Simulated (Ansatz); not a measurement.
# ClFGe2H2O: up Jacob's ladder to CCSD(T)

An exercise on one series of results from a longer session: the logs are not shown, and one member is left open.

Program: Ansatz 0.2.0, Gaussian basis. Level of theory: functionals in def2-TZVPP, the program's frozen cores in correlated methods. These are calculated values, not measurements.

Plan: LDA (SPW92), PBE-D4, revPBE-D4, BLYP-D4, r2SCAN-D4, B97M-V, PBE0-D4, B3LYP-D4, r2SCANh-D4, r2SCAN0-D4, HSE06-D4, BHLYP-D4, CAM-B3LYP-D4, LC-ωPBE, ωB97X-V, ωB97M-V, B2PLYP, PBE-QIDH; CCSD(T)/def2-SVP; CCSD(T)/def2-TZVPP; MP2/def2-QZVPP; extrapolation to the limit; RPA on PBE.

**Structure used throughout**

An earlier PBE0-D4 in a triple-zeta def2 set relaxation fixed the geometry.

SMILES `[F][Ge@H]1[O][Ge@H]1[Cl]`, 7 atoms, charge 0, spin multiplicity 1.

Atoms are counted from 1 here; the program's logs count them from 0.

Bond lengths: F1–Ge2 1.730 Å, Ge2–O3 1.813 Å, Ge2–Ge4 2.314 Å, Ge2–H6 1.532 Å, O3–Ge4 1.824 Å, Ge4–Cl5 2.135 Å, Ge4–H7 1.532 Å. Angles: F1–Ge2–O3 111.0°, F1–Ge2–Ge4 118.5°, F1–Ge2–H6 105.9°, O3–Ge2–Ge4 50.7°, O3–Ge2–H6 116.2°, Ge4–Ge2–H6 135.5°, Ge2–O3–Ge4 79.0°, Ge2–Ge4–O3 50.3°, Ge2–Ge4–Cl5 120.4°, Ge2–Ge4–H7 131.5°, O3–Ge4–Cl5 112.6°, O3–Ge4–H7 114.5°, Cl5–Ge4–H7 108.0°.

The first run:

in.yaml

```yaml
crystal:
  periodic: [false, false, false]
  atoms:
    - {symbol: F, position_ang: [-2.314046, -0.078529, 0.729388]}
    - {symbol: Ge, position_ang: [-0.613965, 0.047569, 1.021473]}
    - {symbol: O, position_ang: [0.299662, -1.220401, 0.102807]}
    - {symbol: Ge, position_ang: [0.803621, 0.286886, -0.792267]}
    - {symbol: Cl, position_ang: [0.015273, 0.365581, -2.774704]}
    - {symbol: H, position_ang: [-0.447538, 0.031975, 2.543911]}
    - {symbol: H, position_ang: [2.318292, 0.498920, -0.876309]}
basis:
  gaussian: {orbitals: def2-TZVPP}
hamiltonian: {xc: lda}
output: {orbitals: {seedname: orbitals}}
```

Steps of the session up to this table: LDA; PBE-D4 (GGA); revPBE-D4 (GGA); BLYP-D4 (GGA); r2SCAN-D4 (meta-GGA); B97M-V (meta-GGA); PBE0-D4 (hybrid); B3LYP-D4 (hybrid); r2SCANh-D4 (hybrid); r2SCAN0-D4 (hybrid); HSE06-D4 (hybrid); BHLYP-D4 (hybrid); CAM-B3LYP-D4 (range-separated); LC-ωPBE (range-separated); ωB97X-V (range-separated); ωB97M-V (range-separated); B2PLYP (double hybrid); PBE-QIDH (double hybrid).

One table of the session follows, with a row left open; its other results are not shown here.

It belongs to the step «Frontier levels by functional». 

| functional | HOMO (eV) | LUMO (eV) | gap (eV) |
| --- | --- | --- | --- |
| LDA (SPW92) | -6.53 | -3.16 | 3.37 |
| PBE-D4 | -6.36 | -2.91 | 3.45 |
| revPBE-D4 | -6.29 | -2.82 | 3.47 |
| BLYP-D4 | -6.23 | -2.88 | 3.35 |
| r2SCAN-D4 | -6.63 | -2.78 | 3.85 |
| B97M-V | -6.66 | -2.71 | 3.94 |
| PBE0-D4 | -7.50 | -2.12 | 5.39 |
| B3LYP-D4 | -7.31 | -2.41 | 4.90 |
| r2SCANh-D4 | -7.05 | -2.49 | 4.56 |
| r2SCAN0-D4 | -7.68 | -2.05 | 5.63 |
| HSE06-D4 | -7.11 | -2.48 | 4.63 |
| BHLYP-D4 | -8.55 | -1.28 | 7.27 |
| CAM-B3LYP-D4 | -8.76 | -1.18 | 7.57 |
| LC-ωPBE | -9.98 | -0.02 | 9.97 |
| ωB97X-V | ? | ? | ? |
| ωB97M-V | -9.53 | -0.28 | 9.26 |

**Question.** Estimate the row for ωB97X-V.

As computed: HOMO (eV): -9.68; LUMO (eV): -0.08; gap (eV): 9.59. In the column «HOMO (eV)» it lies between LC-ωPBE (-9.98) and ωB97M-V (-9.53).
